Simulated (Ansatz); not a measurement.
# C₂H₆BiCl: one species, many methods

One table from this session's results is given with a row withheld; the runs are named, their logs left out.

The runs use Ansatz 0.2.0, Gaussian basis; functionals in def2-TZVPP, the program's frozen cores in correlated methods.

Plan: LDA (SPW92), PBE-D4, revPBE-D4, BLYP-D4, r2SCAN-D4, B97M-V, PBE0-D4, B3LYP-D4, r2SCANh-D4, r2SCAN0-D4, HSE06-D4, BHLYP-D4, CAM-B3LYP-D4, LC-ωPBE, ωB97X-V, ωB97M-V, B2PLYP, PBE-QIDH; CCSD(T)/def2-SVP; CCSD(T)/def2-TZVPP; MP2/def2-QZVPP; extrapolation to the limit; RPA on PBE.

## The relaxed structure

An earlier PBE0-D4 in a triple-zeta def2 set relaxation fixed the geometry. Bi takes the def2 core potential; no spin-orbit term is included.

10 atoms, charge 0, spin multiplicity 1.

Atoms are counted from 1 here; the program's logs count them from 0.

Bond lengths: C1–Bi2 2.242 Å, C1–H5 1.092 Å, C1–H6 1.089 Å, C1–H7 1.089 Å, Bi2–C3 2.242 Å, Bi2–Cl4 2.463 Å, C3–H8 1.089 Å, C3–H9 1.089 Å, C3–H10 1.092 Å. Angles: Bi2–C1–H5 109.0°, Bi2–C1–H6 108.2°, Bi2–C1–H7 109.5°, H5–C1–H6 110.2°, H5–C1–H7 109.9°, H6–C1–H7 110.1°, C1–Bi2–C3 92.7°, C1–Bi2–Cl4 93.8°, C3–Bi2–Cl4 93.8°, Bi2–C3–H8 108.2°, Bi2–C3–H9 109.5°, Bi2–C3–H10 109.0°, H8–C3–H9 110.1°, H8–C3–H10 110.2°, H9–C3–H10 109.9°.

The first run:

The input, in.yaml:

```yaml
crystal:
  periodic: [false, false, false]
  atoms:
    - {symbol: C, position_ang: [-0.708094, 1.315199, -0.684720]}
    - {symbol: Bi, position_ang: [0.362938, -0.584285, -1.205506]}
    - {symbol: C, position_ang: [1.088561, -0.875067, 0.895734]}
    - {symbol: Cl, position_ang: [-1.633110, -1.992103, -0.887159]}
    - {symbol: H, position_ang: [0.028515, 2.093735, -0.477563]}
    - {symbol: H, position_ang: [-1.317330, 1.130306, 0.198632]}
    - {symbol: H, position_ang: [-1.339976, 1.616123, -1.519126]}
    - {symbol: H, position_ang: [0.238417, -0.764346, 1.567046]}
    - {symbol: H, position_ang: [1.518262, -1.870671, 0.996745]}
    - {symbol: H, position_ang: [1.844917, -0.120191, 1.118719]}
basis:
  gaussian: {orbitals: def2-TZVPP}
hamiltonian: {xc: lda}
output: {orbitals: {seedname: orbitals}}
```

Run with:

```console
> ansatz run in.yaml --threads 4 --pin off --events-out ev --progress --plain --max-ram 10444MiB
```

Among the steps run: LDA; PBE-D4 (GGA); revPBE-D4 (GGA); BLYP-D4 (GGA); r2SCAN-D4 (meta-GGA); B97M-V (meta-GGA); B3LYP-D4 (hybrid); r2SCANh-D4 (hybrid); r2SCAN0-D4 (hybrid); HSE06-D4 (hybrid); BHLYP-D4 (hybrid); CAM-B3LYP-D4 (range-separated); LC-ωPBE (range-separated); ωB97X-V (range-separated); ωB97M-V (range-separated); B2PLYP (double hybrid); PBE-QIDH (double hybrid).

One table of the session follows, with a row left open; its other results are not shown here.

It belongs to the step «Orbital energies across the functionals». 

```
  functional  HOMO (eV)  gap (eV)
 LDA (SPW92)      -6.25      3.96
      PBE-D4      -6.07      4.04
   revPBE-D4      -6.01      4.08
     BLYP-D4      -5.94      3.97
   r2SCAN-D4      -6.32      4.51
      B97M-V      -6.28      4.44
     PBE0-D4      -7.13      5.86
    B3LYP-D4      -6.95      5.42
  r2SCANh-D4      -6.72      5.17
  r2SCAN0-D4      -7.30      6.15
    HSE06-D4      -6.75      5.11
    BHLYP-D4      -8.06      7.56
CAM-B3LYP-D4      -8.36      8.00
     LC-ωPBE          ?         ?
     ωB97X-V      -9.29      9.93
     ωB97M-V      -9.19      9.66
```

Estimate the missing values for LC-ωPBE.

The run gave: HOMO (eV): -9.60; gap (eV): 10.38. In the column «HOMO (eV)» it is the lowest.
